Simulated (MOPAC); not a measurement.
**PM6-DH2 (COSMO acetone) run of CH7InN2O (SMILES C[O][In]([NH2])[NH2])**

Aim: the vertical ionisation energy of CH7InN2O at PM6-DH2 (COSMO acetone), from 2 runs. The job is set up through an ASE script.

The calculation is run with MOPAC 23.2.5.

5 further runs of the same task are left out: 5 set aside as unsound or not needed.

### Step 1. Starting point

CH7InN2O has 12 atoms, charge 0, and is taken as a singlet. SMILES: `C[O][In]([NH2])[NH2]`. Geometry: a GFN2-xTB relaxation, a rough one for these elements and not checked as a minimum.

Bond lengths: C1–O2 1.403 Å, O2–In3 2.000 Å, In3–N4 2.068 Å, In3–N5 2.060 Å, C1–H6 1.097 Å, C1–H7 1.097 Å, C1–H8 1.096 Å, N4–H9 1.015 Å, N4–H10 1.017 Å, N5–H11 1.016 Å, N5–H12 1.017 Å. Some angles: C1–O2–In3 123.9°, O2–In3–N4 115.6°, O2–In3–N5 111.3°, N4–In3–N5 131.2°, O2–C1–H6 112.6°, O2–C1–H7 111.1°, O2–C1–H8 107.5°, In3–N4–H9 110.5°, In3–N4–H10 110.5°, In3–N5–H11 111.8°.

### Step 2. A single-point energy at PM6-DH2 (COSMO acetone)

job.py

```python
from ase.calculators.mopac import MOPAC
from ase import Atoms

atoms = Atoms(
    ['C', 'O', 'In', 'N', 'N', 'H', 'H', 'H', 'H', 'H', 'H', 'H'],
    positions=[
        [-1.865030, 0.712630, 0.937920],
        [-1.331640, -0.283020, 0.106110],
        [0.602070, -0.405130, -0.390570],
        [1.846020, 0.975390, 0.517670],
        [1.016410, -2.177230, -1.355150],
        [-1.156530, 1.044400, 1.707310],
        [-2.186530, 1.583980, 0.353820],
        [-2.741410, 0.287610, 1.440150],
        [2.758780, 0.975680, 0.074640],
        [1.470440, 1.914830, 0.416910],
        [1.471020, -2.022900, -2.251100],
        [0.116410, -2.606230, -1.557710],
    ],
)
mopac = MOPAC(label="job", method="PM6-DH2", task="1SCF GRADIENTS EPS=20.5 AUX(PRECISION=6) THREADS=1")
atoms.calc = mopac
epot = atoms.get_potential_energy()
print("energy / eV: %.6f" % epot)
print("forces (eV/A):")
for sym, f in zip(atoms.get_chemical_symbols(), atoms.get_forces()):
    print(f"{sym:2s} {f[0]:10.5f} {f[1]:10.5f} {f[2]:10.5f}")
print("dipole (e A):", atoms.get_dipole_moment().round(4))
homo, lumo = mopac.get_homo_lumo_levels()
print(f"HOMO {homo:.3f} eV, LUMO {lumo:.3f} eV, gap {lumo - homo:.3f} eV")
```

On the command line:

```
$ export ASE_MOPAC_COMMAND="mopac PREFIX.mop > /dev/null 2>&1"
$ python job.py
```

Standard output:

```text
energy / eV: -1.071475
forces (eV/A):
C     0.12682    0.50240    0.35816
O    -2.08116   -0.18642    0.27294
In    0.70916    0.65402   -0.04596
N     0.96042    1.06387    0.66853
N     0.20903   -1.54197   -0.86221
H     0.08290   -0.06393   -0.05119
H     0.10014   -0.06505   -0.17544
H    -0.04971   -0.21241   -0.05713
H    -0.11475   -0.01485   -0.06053
H    -0.00824   -0.16858   -0.07079
H    -0.05442    0.12707    0.12413
H     0.11982   -0.09414   -0.10050
dipole (e A): [ 0.1861  0.7008 -0.6494]
HOMO -10.282 eV, LUMO 0.162 eV, gap 10.443 eV
```

The calculator wrote job.mop:

```
PM6-DH2 1SCF GRADIENTS EPS=20.5 AUX(PRECISION=6) THREADS=1 DISP RELSCF=0.0001 
Title: ASE calculation

 C  -1.86503 1 0.71263 1 0.93792 1
 O  -1.33164 1 -0.28302 1 0.10611 1
 In 0.60207 1 -0.40513 1 -0.39057 1
 N  1.84602 1 0.97539 1 0.51767 1
 N  1.01641 1 -2.17723 1 -1.35515 1
 H  -1.15653 1 1.0444 1 1.70731 1
 H  -2.18653 1 1.58398 1 0.35382 1
 H  -2.74141 1 0.28761 1 1.44015 1
 H  2.75878 1 0.97568 1 0.07464 1
 H  1.47044 1 1.91483 1 0.41691 1
 H  1.47102 1 -2.0229 1 -2.2511 1
 H  0.11641 1 -2.60623 1 -1.55771 1
```

Wall time 0.24 s (1 thread of Arm Neoverse N1, shared host).

### Step 3. The doublet cation at the same level

job.py

```python
from ase.calculators.mopac import MOPAC
from ase import Atoms

mol = Atoms(
    ['C', 'O', 'In', 'N', 'N', 'H', 'H', 'H', 'H', 'H', 'H', 'H'],
    positions=[
        [-1.865030, 0.712630, 0.937920],
        [-1.331640, -0.283020, 0.106110],
        [0.602070, -0.405130, -0.390570],
        [1.846020, 0.975390, 0.517670],
        [1.016410, -2.177230, -1.355150],
        [-1.156530, 1.044400, 1.707310],
        [-2.186530, 1.583980, 0.353820],
        [-2.741410, 0.287610, 1.440150],
        [2.758780, 0.975680, 0.074640],
        [1.470440, 1.914830, 0.416910],
        [1.471020, -2.022900, -2.251100],
        [0.116410, -2.606230, -1.557710],
    ],
)
calc = MOPAC(label="job", method="PM6-DH2", task="1SCF GRADIENTS RHF EPS=20.5 AUX(PRECISION=9) THREADS=1 DOUBLET", charge=1)
mol.calc = calc
epot = mol.get_potential_energy()
print("energy / eV: %.6f" % epot)
print("heat of formation (kcal/mol): %.4f" % (calc.get_final_heat_of_formation() / 0.0433641153))
```

On the command line:

```
$ export ASE_MOPAC_COMMAND="mopac PREFIX.mop > /dev/null 2>&1"
$ python job.py
```

Standard output:

```text
energy / eV: 6.780859
heat of formation (kcal/mol): 156.3703
```

The calculator wrote job.mop:

```
PM6-DH2 1SCF GRADIENTS RHF EPS=20.5 AUX(PRECISION=9) THREADS=1 DOUBLET DISP RELSCF=0.0001 CHARGE=1 
Title: ASE calculation

 C  -1.86503 1 0.71263 1 0.93792 1
 O  -1.33164 1 -0.28302 1 0.10611 1
 In 0.60207 1 -0.40513 1 -0.39057 1
 N  1.84602 1 0.97539 1 0.51767 1
 N  1.01641 1 -2.17723 1 -1.35515 1
 H  -1.15653 1 1.0444 1 1.70731 1
 H  -2.18653 1 1.58398 1 0.35382 1
 H  -2.74141 1 0.28761 1 1.44015 1
 H  2.75878 1 0.97568 1 0.07464 1
 H  1.47044 1 1.91483 1 0.41691 1
 H  1.47102 1 -2.0229 1 -2.2511 1
 H  0.11641 1 -2.60623 1 -1.55771 1
```

It took 0.34 s on 1 thread of Arm Neoverse N1, shared host.

### Step 4. Results

At PM6-DH2 (COSMO acetone):

```
                                                   quantity           value
                             singlet CH7InN2O: total energy    -33.90976 Eh
                            singlet CH7InN2O: dipole moment          4.68 D
                              singlet CH7InN2O: HOMO energy       -10.28 eV
                              singlet CH7InN2O: LUMO energy         0.16 eV
                            singlet CH7InN2O: HOMO–LUMO gap        10.44 eV
                        singlet CH7InN2O: dispersion energy    -2.96 kJ/mol
singlet CH7InN2O: heat of formation at this unrelaxed shape  -24.7 kcal/mol
                 singlet CH7InN2O: largest force on an atom      2.107 eV/Å
                               doublet cation: total energy    -33.62120 Eh
                          doublet cation: dispersion energy    -2.96 kJ/mol
  doublet cation: heat of formation at this unrelaxed shape  156.4 kcal/mol
                   doublet cation: largest force on an atom      7.382 eV/Å
         vertical ionisation energy (to the doublet cation)        7.852 eV
```

The vertical ionisation energy comes to 7.85 eV (181 kcal/mol). The largest force (singlet CH7InN2O) is 2.11 eV/Å: the shape isn't a stationary point for this species at this level. The continuum is in equilibrium with both charges, so this lies below a true vertical value in solution, where the slow polarisation stays frozen.
